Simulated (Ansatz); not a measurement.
**CH5BO2Si: one species, many methods**

One table from this session's results is given with a row withheld; the runs are named, their logs left out.

The runs use Ansatz 0.2.0, Gaussian basis; functionals in def2-TZVPP, the program's frozen cores in correlated methods.

Levels to be run: PBE-D4, r2SCAN-D4, PBE0-D4, B3LYP-D4, ωB97X-V, ωB97M-V, B2PLYP; CCSD(T)/def2-TZVPP; MP2/def2-QZVPP; extrapolation to the limit.

## The geometry

The geometry comes from an earlier relaxation with PBE0-D4 in a triple-zeta def2 set; it is a stationary point, not always the lowest conformer.

10 atoms, charge 0, spin multiplicity 1.

Atoms are counted from 1 here; the program's logs count them from 0.

Bond lengths: O1–C2 1.222 Å, C2–Si3 1.928 Å, C2–B4 1.629 Å, Si3–H6 1.482 Å, Si3–H7 1.488 Å, Si3–H8 1.488 Å, B4–O5 1.334 Å, B4–H9 1.195 Å, O5–H10 0.974 Å. Angles: O1–C2–Si3 120.6°, O1–C2–B4 115.2°, Si3–C2–B4 124.1°, C2–Si3–H6 110.6°, C2–Si3–H7 107.9°, C2–Si3–H8 107.8°, H6–Si3–H7 111.0°, H6–Si3–H8 111.0°, H7–Si3–H8 108.4°, C2–B4–O5 114.0°, C2–B4–H9 125.6°, O5–B4–H9 120.4°, B4–O5–H10 108.5°.

The first run:

The input, in.yaml:

```yaml
crystal:
  periodic: [false, false, false]
  atoms:
    - {symbol: O, position_ang: [0.135581, 1.691729, 0.112575]}
    - {symbol: C, position_ang: [0.045016, 0.475920, 0.027858]}
    - {symbol: Si, position_ang: [-0.091002, -0.612432, 1.613561]}
    - {symbol: B, position_ang: [0.048764, -0.116729, -1.489226]}
    - {symbol: O, position_ang: [0.150825, 0.817260, -2.436823]}
    - {symbol: H, position_ang: [-0.058467, 0.233380, 2.830071]}
    - {symbol: H, position_ang: [1.041090, -1.577498, 1.603808]}
    - {symbol: H, position_ang: [-1.362438, -1.380496, 1.531320]}
    - {symbol: H, position_ang: [-0.029871, -1.271713, -1.784507]}
    - {symbol: H, position_ang: [0.203602, 1.689480, -2.005838]}
basis:
  gaussian: {orbitals: def2-TZVPP}
hamiltonian: {xc: pbe, dispersion: d4}
output: {forces: true, orbitals: {seedname: orbitals}}
```

Started as:

```console
ansatz run in.yaml --threads 4 --pin off --events-out ev --progress --plain --max-ram 10444MiB
```

Steps of the session up to this table: PBE-D4 (GGA); r2SCAN-D4 (meta-GGA); PBE0-D4 (hybrid); B3LYP-D4 (hybrid); ωB97X-V (range-separated); ωB97M-V (range-separated); B2PLYP (double hybrid); CCSD(T) in def2-TZVPP; MP2 in def2-QZVPP.

One table of the session follows, with a row left open; its other results are not shown here.

It belongs to the step «Atomisation energies». 

| method | atomisation energy (kJ/mol) |
| --- | --- |
| PBE-D4 | 3861.8 |
| r2SCAN-D4 | ? |
| PBE0-D4 | 3766.1 |
| B3LYP-D4 | 3779.9 |
| ωB97X-V | 3790.6 |
| ωB97M-V | 3793.5 |
| B2PLYP | 3743.6 |
| HF/def2-TZVPP | 2717.9 |
| MP2/def2-TZVPP | 3755.7 |
| CCSD/def2-TZVPP | 3607.3 |
| CCSD(T)/def2-TZVPP | 3671.9 |
| MP2/CBS | 3856.9 |
| CCSD(T)/CBS | 3773.2 |

Estimate the missing values for r2SCAN-D4.

**Answer.** atomisation energy (kJ/mol): 3793.7. In the column «atomisation energy (kJ/mol)» it lies between ωB97M-V (3793.5) and MP2/CBS (3856.9).

Caveats from the session: Free atoms (2 O, 1 C, 1 Si, 1 B, 5 H) were run apart at each level; the atomisation energy is their sum less the molecule, without zero-point or spin-orbit terms.
